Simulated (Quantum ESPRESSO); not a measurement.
Crystal: Ge3Pd.

```
Pd Ge
1.0
     4.14202    0.00000    0.00000
     0.00000    4.14202    0.00000
     0.00000    0.00000    4.14202
Pd Ge
1 3
Cartesian
  0.0000 0.0000 0.0000
  2.0710 2.0710 0.0000
  2.0710 0.0000 2.0710
  0.0000 2.0710 2.0710
```

The cell comes from a database or a generator and needn't be the stable form of this composition.

Base run:

* Program: Quantum ESPRESSO 7.5
* Functional: LDA
* Potentials or basis: GBRV 1.5 LDA
* Cutoff: 612 eV
* Density cutoff: 4898 eV
* k mesh: 7 × 7 × 7
* Occupations: fermi-dirac, width 0.05 eV
* Spin: no spin polarisation

Its results: band gap on the k mesh none (metal or under the smearing width); pressure -7.2 GPa.

Task: The run is repeated on the same cell with these changes: functional from LDA to PBEsol; potentials or basis from GBRV 1.5 LDA to GBRV 1.5 PBEsol. What comes out?

Result: Band gap on the k mesh none (metal or under the smearing width); pressure -4.9 GPa.
